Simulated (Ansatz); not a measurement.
# NiPt3 (Pm-3m) in Ansatz: further runs

One crystal, NiPt3, is run at these levels: PBEsol; tasks: single point.

Everything below comes from runs of Ansatz 0.2.0. Logs are shortened: lines on timing, memory, paths and dates and some standing lists are left out, and cuts for length are marked.

**1. The crystal as given**

The structure is cubic, space group Pm-3m (No. 221). The conventional cell has a = 3.855 Å, b = 3.855 Å, c = 3.855 Å, α = 90.00°, β = 90.00°, γ = 90.00°. Around Pt (site symmetry 4/mmm) lie 8 Pt at 2.73 Å and 4 Ni at 2.73 Å. Ni (site symmetry m-3m) is surrounded by 12 Pt at 2.73 Å.

The cell comes from a database or a generator and needn't be the stable form of this composition.

**2. Single point, PBEsol, collinear spin, ferromagnetic start, 13.46 Å³/atom (volume scaled by 0.94)**

The input, input.yaml:

```yaml
crystal:
  lattice:
    - [3.776340302, 0.0, 0.0]
    - [0.0, 3.776340302, 0.0]
    - [0.0, 0.0, 3.776340302]
  atoms:
    - { symbol: Pt, position: [0.5, 0.5, 0.0] }
    - { symbol: Pt, position: [0.5, 0.0, 0.5] }
    - { symbol: Pt, position: [0.0, 0.5, 0.5] }
    - { symbol: Ni, position: [0.0, 0.0, 0.0], spin: 1.0 }
kpoints:
  mp_grid: { grid: [7, 7, 7] }
scf:
  occupations: { method: fermi_dirac, width: 0.05 }
hamiltonian:
  xc: pbesol
  pseudopotentials: { kind: all_electron, lapw: { basis_error: 0.001 } }
magnetization:
  spin_polarized: true
output:
  forces: true
  stress: true
  eigenvalues: true
```

Potentials or basis: all-electron LAPW, scalar-relativistic.

Started as:

```
$ ansatz run input.yaml --threads 4 --pin off --max-ram 12288MiB --backend cpu --events-out ev --progress --plain --runs-dir out
```

Output:

```text
Warning: RAYON_NUM_THREADS=4 ignored (pool sized by the plan → 4); use --threads N
LAPW: plane waves up to 8.805 Å⁻¹, error target 1.0e-3 eV per atom; small_component_spin mean_spin; Ni in spheres of 1.335 Å, 18 of its electrons in bands, Dirac shells []; Pt in spheres of 1.335 Å, 42 of its electrons in bands, Dirac shells [] (how accurate: hamiltonian.pseudopotentials.lapw.basis_error, Limitations)
Engine: ansatz 0.2.0, aarch64-unknown-linux-gnu
Pseudopotentials: kind: all_electron
Pseudopotential: Pt, LAPW, valence charge 42, lapw/all_electron/scalar/gaussian/Pt, Koelling and Harmon's equation, gaussian nucleus
Pseudopotential: Ni, LAPW, valence charge 18, lapw/all_electron/scalar/gaussian/Ni, Koelling and Harmon's equation, gaussian nucleus
Functional definition: PBEsol
  exchange = pbesol_x
  correlation = pbesol_c
Crystal: 4 atoms, lattice volume = 53.853 Å³
Basis set: ecut = 295.40923267855356 eV, 619 PW (Γ), exchange–correlation at level 2
Bands: 87, of which v1, the nominal top of the filled ones, is band 72 counted from 1 (71 counted from 0)
Symmetry: 48 space group operations
Space group: Pm-3m (ITA 221), of the structure as read, at distance tolerance 3.8e-5 Å
Magnetic group: BNS 221.92 (UNI 1594), of the structure as read, at distance tolerance 3.8e-5 Å
k-points: 20 of 343
Non-local potential: Pt, projectors of the file, none
Non-local potential: Ni, projectors of the file, none
Initial density: superposition of atomic densities (chi_scale 0.1, normalization cell)
Starting moments: Σ|m| = 1 μB on 1 of 4 sites
Initial wavefunctions: plane waves of lowest kinetic energy (no species holds an atomic orbital)
Functional: x = pbesol(κ = 0.804, μ = 0.12345679012345678), c = pbesol(β = 0.046)
iter 1 solved again at ethr=3.27e-3 eV; its pass at ethr=1.00e-1 eV (dr2=4.71e0 eV) is discarded
SCF iter   1: F=—  HF=-1543804.294153 eV  |F-HF|=—  |Δ(HF+E_count)|=         —  Δρ=4.78e-2 (↑2.55e-2 ↓4.78e-2)  dr2=4.71e0  dr2_m=1.54e-1  M=0.159 μB ∫|m|=0.187 μB  β_m=0.30  ethr=3.27e-3  ⟨swp⟩=2.0  Hψ=21529  notcnv=0
Mixer restart at iter 1: flushing history
preconditioner: auto → Kerker (q_TF=auto, 3.214 Å⁻¹)  [metal: Δε(μ)=0.024 eV  Ē_g=13.440 eV  σ=0.050 eV  W_gap=0.12  n_scr=26 (ndim 8)  ℏωp=32.0 eV  f_vac=0.000  D(μ)=3.33/eV (n_scr^D=32)]
spin=Collinear: Kerker preconditioning applied to the charge; magnetization (m = ρ↑ − ρ↓) channel mixes plain (no charge-response kernel on spin).
iter 2 solved again at ethr=1.99e-4 eV; its pass at ethr=3.27e-3 eV (dr2=2.86e-1 eV) is discarded
SCF iter   2: F=—  HF=-1543803.233757 eV  |F-HF|=—  |Δ(HF+E_count)|=    1.06e0  Δρ=1.32e-2 (↑7.83e-3 ↓1.32e-2)  dr2=2.86e-1  dr2_m=1.08e-2  M=0.688 μB ∫|m|=0.730 μB  β_m=0.31  ethr=1.99e-4  ⟨swp⟩=2.0  Hψ=17398  notcnv=0
SCF iter   3: F=—  HF=-1543802.907240 eV  |F-HF|=—  |Δ(HF+E_count)|=         —  Δρ=1.73e-2 (↑7.73e-3 ↓1.73e-2)  dr2=6.59e-1  dr2_m=2.02e-2  M=0.496 μB ∫|m|=0.538 μB  β_m=0.33  ethr=1.98e-4  ⟨swp⟩=2.0  Hψ=10506  notcnv=0
the basis was enlarged: its passes take 2.5 MiB over the memory plan, 4 of 4 planned eigensolver slots
SCF iter   4: F=—  HF=-1543802.829780 eV  |F-HF|=—  |Δ(HF+E_count)|=   7.75e-2  Δρ=6.13e-3 (↑3.82e-3 ↓6.13e-3)  dr2=1.22e-1  dr2_m=9.43e-4  M=0.670 μB ∫|m|=0.723 μB  β_m=0.43  ethr=1.98e-4  ⟨swp⟩=2.0  Hψ=10063  notcnv=0
SCF iter   5: F=—  HF=-1543802.813094 eV  |F-HF|=—  |Δ(HF+E_count)|=   1.67e-2  Δρ=4.05e-3 (↑3.32e-3 ↓4.05e-3)  dr2=7.21e-2  dr2_m=1.72e-4  M=0.685 μB ∫|m|=0.747 μB  β_m=0.71  ethr=8.47e-5  ⟨swp⟩=2.0  Hψ=9572  notcnv=0
SCF iter   6: F=—  HF=-1543802.802643 eV  |F-HF|=—  |Δ(HF+E_count)|=   1.05e-2  Δρ=1.63e-3 (↑1.63e-3 ↓1.42e-3)  dr2=1.75e-3  dr2_m=8.30e-4  M=0.771 μB ∫|m|=0.847 μB  β_m=0.86  ethr=5.00e-5  ⟨swp⟩=2.0  Hψ=10138  notcnv=0
SCF iter   7: F=—  HF=-1543802.804377 eV  |F-HF|=—  |Δ(HF+E_count)|=   1.73e-3  Δρ=4.27e-4 (↑4.08e-4 ↓4.27e-4)  dr2=6.64e-5  dr2_m=7.13e-5  M=0.785 μB ∫|m|=0.864 μB  β_m=0.93  ethr=1.21e-6  ⟨swp⟩=2.2  Hψ=10160  notcnv=0
SCF iter   8: F=—  HF=-1543802.804318 eV  |F-HF|=—  |Δ(HF+E_count)|=   5.83e-5  Δρ=3.51e-4 (↑1.37e-4 ↓3.51e-4)  dr2=1.57e-4  dr2_m=1.69e-5  M=0.796 μB ∫|m|=0.878 μB  β_m=0.96  ethr=4.61e-8  ⟨swp⟩=2.7  Hψ=10231  notcnv=0
SCF iter   9: F=—  HF=-1543802.804278 eV  |F-HF|=—  |Δ(HF+E_count)|=   4.00e-5  Δρ=4.59e-5 (↑4.59e-5 ↓3.71e-5)  dr2=7.73e-6  dr2_m=8.26e-8  M=0.794 μB ∫|m|=0.876 μB  β_m=0.96  ethr=4.61e-8  ⟨swp⟩=2.0  Hψ=10151  notcnv=0
SCF iter  10: F=—  HF=-1543802.804277 eV  |F-HF|=—  |Δ(HF+E_count)|=   1.73e-6  Δρ=1.11e-5 (↑6.87e-6 ↓1.11e-5)  dr2=1.57e-7  dr2_m=1.30e-8  M=0.793 μB ∫|m|=0.875 μB  β_m=0.91  ethr=5.37e-9  ⟨swp⟩=2.0  Hψ=10150  notcnv=0
SCF iter  11: F=—  HF=-1543802.804277 eV  |F-HF|=—  |Δ(HF+E_count)|=   5.47e-8  Δρ=6.11e-6 (↑4.94e-6 ↓6.11e-6)  dr2=6.54e-8  dr2_m=7.94e-10  M=0.793 μB ∫|m|=0.876 μB  β_m=0.68  ethr=1.09e-10  ⟨swp⟩=2.7  Hψ=10193  notcnv=0
SCF iter  12: F=—  HF=-1543802.804276 eV  |F-HF|=—  |Δ(HF+E_count)|=   2.48e-7  Δρ=2.69e-6 (↑2.52e-6 ↓2.69e-6)  dr2=1.65e-8  dr2_m=1.65e-10  M=0.793 μB ∫|m|=0.876 μB  β_m=0.84  ethr=4.54e-11  ⟨swp⟩=2.0  Hψ=10150  notcnv=0
SCF iter  13: F=—  HF=-1543802.804276 eV  |F-HF|=—  |Δ(HF+E_count)|=   2.58e-8  Δρ=3.97e-6 (↑2.19e-6 ↓3.97e-6)  dr2=3.59e-8  dr2_m=9.56e-10  M=0.793 μB ∫|m|=0.876 μB  β_m=0.73  ethr=1.56e-11 (applied; sched 1.15e-11)  ⟨swp⟩=2.0  Hψ=10150  notcnv=0
SCF iter  14: F=-1543802.804276 eV  HF=-1543802.804276 eV  |F-HF|=1.79e-8  |Δ(HF+E_count)|=  2.33e-10  Δρ=1.59e-6 (↑8.96e-7 ↓1.59e-6)  dr2=5.55e-9  dr2_m=1.20e-10  M=0.793 μB ∫|m|=0.876 μB  ethr=1.56e-11 (applied; sched 1.15e-11)  ⟨swp⟩=2.0  Hψ=10150  notcnv=0
SCF 1 converged in 14 iterations: F = -1543802.804276 eV  dr2 = 5.55e-9
SCF converged after 14 iterations
Magnetization: 0.7931 μB (72.3966 up, 71.6034 down)
Absolute magnetization: 0.8756 μB (∫|ρ↑−ρ↓|)
Spin contamination: 0.0242 ħ² per cell (⟨S²⟩ above its minimum at these occupations)
Per-site moments (μB) at R_I (Å): [(0.08841638536603114, 1.335137897911016), (0.08841638536603114, 1.335137897911016), (0.08841638536603114, 1.335137897911016), (0.5537589956934426, 1.3351378979110162)]
Free energy (F): -1543802.804276 eV
Harris-Foulkes:  -1543802.804276 eV  (|F-HF|=1.79e-8)
Internal energy: -1543802.759994 eV  (E = F + TS)
E sigma→0 (E₀):  -1543802.782135 eV
Entropy (-TS):   -0.044282 eV (-11.071 meV/atom)
Fermi energy:    28.142633 eV
--- Per-component energies (eV) ---
  E_band       = -10148.664989
  E_kinetic    = 1748053.006072
  E_xc         = -30358.933460
  E_electrostatic = -3261496.832606  (all electrons and nuclei)
  E_smearing   = -0.044282  (= −TS)
  E_closure    = 0.000000  (closes the sum)
  E_atoms      = -1543773.890688  (free atoms, spherical and without spin; not in F)
  Σ components = -1543802.804276   (vs F -1543802.804276, Δ=0.00e0)
  Basis errors (estimates in eV, not in F): energy 2.1e-4 per atom: plane waves 1.6e-4 (8.2e-5 summed), levels above the bands 7.9e-165, relativity 4.9e-8, radial functions 4.5e-5, core shells 3.4e-7; eigenvalues (radial functions only) 1.5e-6; not estimated: angular momenta, meshes, grids; target (lapw.basis_error) 1.0e-3; muffin-tin radii Ni 1.335 Å, Pt 1.335 Å
--- Forces (eV/Å), atoms counted from 1 ---
  atom   1  Pt    -0.00000000    -0.00000000     0.00000000
  atom   2  Pt    -0.00000000     0.00000000     0.00000000
  atom   3  Pt    -0.00000000     0.00000000     0.00000000
  atom   4  Ni    -0.00000000    -0.00000000    -0.00000000
  max |Σ_I F_I| component: 2.38e-30 eV/Å
--- Stress (GPa, compression-positive) ---
       11.182254       0.000000       0.000000
        0.000000      11.182254       0.000000
        0.000000       0.000000      11.182254
  P = ⅓ Tr σ = 11.1823 GPa (111.823 kbar)
--- Band table (eV; the first three rows and the last of 40) ---
  k-point 0 ↑: bands = ["-275.2361", "-275.2361", "-275.2361", "-275.2361", "-275.2361", "-275.2361", "-275.1918", "-275.1918", "-275.1918", "-275.1884", "-275.1884", "-275.1884", "-275.1770", "-275.1770", "-275.1770", "-74.8947", "-70.7030", "-70.6456", "-70.6456", "-39.1941", "-39.1907", "-39.1907", "-39.1889", "-39.1889", "-39.1889", "-39.1628", "-39.1628", "-39.1628", "-39.1616", "-39.1616", "-39.1616", "-39.1420", "-39.1420", "-39.1420", "-39.1319", "-39.1319", "-39.1319", "-39.1307", "-39.1307", "-39.1307", "-35.4426", "-35.4426", "-35.4426", "-25.1354", "-25.1354", "-25.1354", "-24.7998", "-24.7998", "-24.7998", "-24.6553", "-24.6553", "-24.6553", "17.4914", "20.1514", "21.3013", "21.3013", "21.3013", "21.3504", "21.3504", "24.7212", "24.7212", "24.7212", "26.6560", "26.6560", "27.8538", "27.8538", "27.9213", "27.9213", "27.9213", "28.4678", "28.9616", "28.9616", "28.9616", "29.8678", "29.8678", "29.8678", "37.5899", "37.5899", "38.3446", "39.2900", "39.2900", "39.2900", "41.2385", "41.2385", "41.2385", "44.0220", "48.9256"]
  k-point 1 ↑: bands = ["-275.2361", "-275.2361", "-275.2361", "-275.2361", "-275.2361", "-275.2361", "-275.1918", "-275.1918", "-275.1918", "-275.1884", "-275.1884", "-275.1884", "-275.1770", "-275.1770", "-275.1770", "-74.8947", "-70.7005", "-70.6481", "-70.6456", "-39.1939", "-39.1908", "-39.1907", "-39.1889", "-39.1889", "-39.1889", "-39.1627", "-39.1627", "-39.1627", "-39.1617", "-39.1617", "-39.1616", "-39.1420", "-39.1420", "-39.1420", "-39.1319", "-39.1318", "-39.1318", "-39.1308", "-39.1308", "-39.1307", "-35.4426", "-35.4425", "-35.4425", "-25.1226", "-25.1226", "-25.1136", "-24.8037", "-24.8037", "-24.8009", "-24.6806", "-24.6648", "-24.6648", "17.7782", "20.3450", "21.3968", "21.4121", "21.4768", "21.4768", "21.5884", "24.5624", "24.8040", "24.8040", "26.4698", "26.7161", "27.1516", "27.1516", "27.5991", "27.7481", "27.9167", "28.1205", "28.1205", "28.1985", "28.7005", "28.9624", "31.3462", "31.3462", "37.0844", "37.4460", "39.4300", "39.4551", "39.4551", "40.1255", "40.6032", "41.3613", "41.3613", "44.3751", "48.2041"]
  k-point 2 ↑: bands = ["-275.2361", "-275.2361", "-275.2361", "-275.2361", "-275.2361", "-275.2361", "-275.1918", "-275.1918", "-275.1918", "-275.1884", "-275.1884", "-275.1884", "-275.1770", "-275.1770", "-275.1770", "-74.8947", "-70.6937", "-70.6549", "-70.6455", "-39.1935", "-39.1912", "-39.1907", "-39.1888", "-39.1888", "-39.1888", "-39.1627", "-39.1626", "-39.1626", "-39.1618", "-39.1618", "-39.1617", "-39.1420", "-39.1420", "-39.1420", "-39.1319", "-39.1317", "-39.1317", "-39.1309", "-39.1309", "-39.1307", "-35.4426", "-35.4424", "-35.4424", "-25.0903", "-25.0903", "-25.0518", "-24.8165", "-24.8165", "-24.8033", "-24.7503", "-24.6859", "-24.6859", "18.5835", "20.8421", "21.5118", "21.6503", "21.9895", "21.9895", "22.2364", "24.1697", "24.9299", "24.9299", "25.8385", "25.8385", "25.8986", "26.6410", "26.8853", "27.0572", "27.1791", "27.3309", "27.3309", "27.7560", "27.9079", "28.9642", "33.3600", "33.3600", "36.1812", "37.1113", "38.8828", "38.8828", "39.6977", "40.6515", "42.5765", "42.5765", "42.6334", "45.2771", "47.3038"]
  k-point 19 ↓: bands = ["-275.2285", "-275.2285", "-275.2285", "-275.2285", "-275.2285", "-275.2285", "-275.1825", "-275.1825", "-275.1825", "-275.1774", "-275.1774", "-275.1774", "-275.1688", "-275.1688", "-275.1688", "-74.2189", "-70.6112", "-70.6083", "-70.6083", "-39.1825", "-39.1825", "-39.1766", "-39.1758", "-39.1756", "-39.1756", "-39.1529", "-39.1528", "-39.1528", "-39.1483", "-39.1483", "-39.1482", "-39.1321", "-39.1291", "-39.1291", "-39.1164", "-39.1164", "-39.1164", "-39.1151", "-39.1151", "-39.1150", "-34.7852", "-34.7852", "-34.7851", "-25.2623", "-24.9616", "-24.9592", "-24.9592", "-24.6775", "-24.6775", "-24.5719", "-24.5719", "-24.5702", "20.6339", "20.7555", "20.8636", "20.8636", "23.8068", "23.8068", "24.0341", "24.4742", "24.8606", "24.8606", "25.4973", "25.4973", "26.5343", "26.5343", "26.5692", "26.8611", "28.0921", "28.0921", "28.2198", "28.2198", "28.5221", "28.9949", "29.3262", "29.3262", "34.3670", "34.3670", "34.9495", "35.9172", "43.4609", "43.7195", "43.8030", "43.8030", "46.5589", "46.5824", "46.5824"]
```

It took 39 s on 4 threads of Arm Neoverse V1, shared host; peak memory 0.91 GiB.

Results:

| Quantity | Value |
| --- | --- |
| Free energy | -1543802.8043 eV |
| Pressure | 11.2 GPa |
| Band gap on the k mesh | none (metal or under the smearing width) |
| Net moment | 0.79 μB per cell |
| Absolute moment | 0.88 μB per cell |
| Site moments | Pt +0.09; Ni +0.55 μB |

**3. Single point, PBEsol, collinear spin, ferromagnetic start, 13.75 Å³/atom (volume scaled by 0.96)**

Changes to input.yaml since step 2:

```diff
@@ -2,5 +2,5 @@
   lattice:
-    - [3.776340302, 0.0, 0.0]
-    - [0.0, 3.776340302, 0.0]
-    - [0.0, 0.0, 3.776340302]
+    - [3.802935124, 0.0, 0.0]
+    - [0.0, 3.802935124, 0.0]
+    - [0.0, 0.0, 3.802935124]
   atoms:
```

Potentials or basis: all-electron LAPW, scalar-relativistic.

Started as:

```
$ ansatz run input.yaml --threads 4 --pin off --max-ram 12288MiB --backend cpu --events-out ev --progress --plain --runs-dir out
```

It took 40 s on 4 threads of Arm Neoverse V1, shared host; peak memory 0.91 GiB.

Results (log left out):

```
Free energy            : -1543802.8602 eV
Pressure               : 4.6 GPa
Band gap on the k mesh : none (metal or under the smearing width)
Net moment             : 0.83 μB per cell
Absolute moment        : 0.91 μB per cell
Site moments           : Pt +0.09; Ni +0.58 μB
```

**4. Single point, PBEsol, collinear spin, ferromagnetic start, 14.04 Å³/atom (volume scaled by 0.98)**

Changes to input.yaml since step 3:

```diff
@@ -2,5 +2,5 @@
   lattice:
-    - [3.802935124, 0.0, 0.0]
-    - [0.0, 3.802935124, 0.0]
-    - [0.0, 0.0, 3.802935124]
+    - [3.8291630916, 0.0, 0.0]
+    - [0.0, 3.8291630916, 0.0]
+    - [0.0, 0.0, 3.8291630916]
   atoms:
```

Started as:

```
$ ansatz run input.yaml --threads 4 --pin off --max-ram 12288MiB --backend cpu --events-out ev --progress --plain --runs-dir out
```

It took 40 s on 4 threads of Arm Neoverse V1, shared host; peak memory 0.91 GiB.

It converged, with:

| Item | Value |
| --- | --- |
| Free energy | -1543802.8722 eV |
| Pressure | -1.2 GPa |
| Band gap on the k mesh | none (metal or under the smearing width) |
| Net moment | 0.86 μB per cell |
| Absolute moment | 0.95 μB per cell |
| Site moments | Pt +0.10; Ni +0.60 μB |

**5. Single point, PBEsol, collinear spin, ferromagnetic start, 14.32 Å³/atom**

Changes to input.yaml since step 4:

```diff
@@ -2,5 +2,5 @@
   lattice:
-    - [3.8291630916, 0.0, 0.0]
-    - [0.0, 3.8291630916, 0.0]
-    - [0.0, 0.0, 3.8291630916]
+    - [3.8550366, 0.0, 0.0]
+    - [0.0, 3.8550366, 0.0]
+    - [0.0, 0.0, 3.8550366]
   atoms:
```

Started as:

```
$ ansatz run input.yaml --threads 4 --pin off --max-ram 12288MiB --backend cpu --events-out ev --progress --plain --runs-dir out
```

Wall time 38 s (4 threads of Arm Neoverse V1, shared host); peak memory 0.91 GiB.

The run converged. Its results:

| Property | Result |
| --- | --- |
| Free energy | -1543802.8453 eV |
| Pressure | -6.2 GPa |
| Band gap on the k mesh | none (metal or under the smearing width) |
| Net moment | 0.90 μB per cell |
| Absolute moment | 1.00 μB per cell |
| Site moments | Pt +0.10; Ni +0.62 μB |

**6. Single point, PBEsol, collinear spin, ferromagnetic start, 14.61 Å³/atom (volume scaled by 1.02)**

Changes to input.yaml since step 5:

```diff
@@ -2,5 +2,5 @@
   lattice:
-    - [3.8550366, 0.0, 0.0]
-    - [0.0, 3.8550366, 0.0]
-    - [0.0, 0.0, 3.8550366]
+    - [3.8805673877, 0.0, 0.0]
+    - [0.0, 3.8805673877, 0.0]
+    - [0.0, 0.0, 3.8805673877]
   atoms:
```

Potentials or basis: all-electron LAPW, scalar-relativistic.

Started as:

```
$ ansatz run input.yaml --threads 4 --pin off --max-ram 12288MiB --backend cpu --events-out ev --progress --plain --runs-dir out
```

It took 40 s on 4 threads of Arm Neoverse V1, shared host; peak memory 0.91 GiB.

Results (log left out):

```
Free energy            : -1543802.7844 eV
Pressure               : -10.7 GPa
Band gap on the k mesh : none (metal or under the smearing width)
Net moment             : 0.93 μB per cell
Absolute moment        : 1.04 μB per cell
Site moments           : Pt +0.11; Ni +0.64 μB
```

**7. Single point, PBEsol, collinear spin, ferromagnetic start, 14.90 Å³/atom (volume scaled by 1.04)**

Changes to input.yaml since step 6:

```diff
@@ -2,5 +2,5 @@
   lattice:
-    - [3.8805673877, 0.0, 0.0]
-    - [0.0, 3.8805673877, 0.0]
-    - [0.0, 0.0, 3.8805673877]
+    - [3.9057665834, 0.0, 0.0]
+    - [0.0, 3.9057665834, 0.0]
+    - [0.0, 0.0, 3.9057665834]
   atoms:
```

Started as:

```
$ ansatz run input.yaml --threads 4 --pin off --max-ram 12288MiB --backend cpu --events-out ev --progress --plain --runs-dir out
```

Wall time 44 s (4 threads of Arm Neoverse V1, shared host); peak memory 0.91 GiB.

It converged, with:

| Item | Value |
| --- | --- |
| Free energy | -1543802.6936 eV |
| Pressure | -14.6 GPa |
| Band gap on the k mesh | none (metal or under the smearing width) |
| Net moment | 0.97 μB per cell |
| Absolute moment | 1.08 μB per cell |
| Site moments | Pt +0.11; Ni +0.67 μB |

**8. Single point, PBEsol, collinear spin, ferromagnetic start, 15.18 Å³/atom (volume scaled by 1.06)**

Changes to input.yaml since step 7:

```diff
@@ -2,5 +2,5 @@
   lattice:
-    - [3.9057665834, 0.0, 0.0]
-    - [0.0, 3.9057665834, 0.0]
-    - [0.0, 0.0, 3.9057665834]
+    - [3.9306447483, 0.0, 0.0]
+    - [0.0, 3.9306447483, 0.0]
+    - [0.0, 0.0, 3.9306447483]
   atoms:
```

Started as:

```
$ ansatz run input.yaml --threads 4 --pin off --max-ram 12288MiB --backend cpu --events-out ev --progress --plain --runs-dir out
```

It took 39 s on 4 threads of Arm Neoverse V1, shared host; peak memory 0.91 GiB.

The run converged. Its results:

```
Free energy            : -1543802.5766 eV
Pressure               : -18.0 GPa
Band gap on the k mesh : none (metal or under the smearing width)
Net moment             : 1.01 μB per cell
Absolute moment        : 1.12 μB per cell
Site moments           : Pt +0.12; Ni +0.69 μB
```
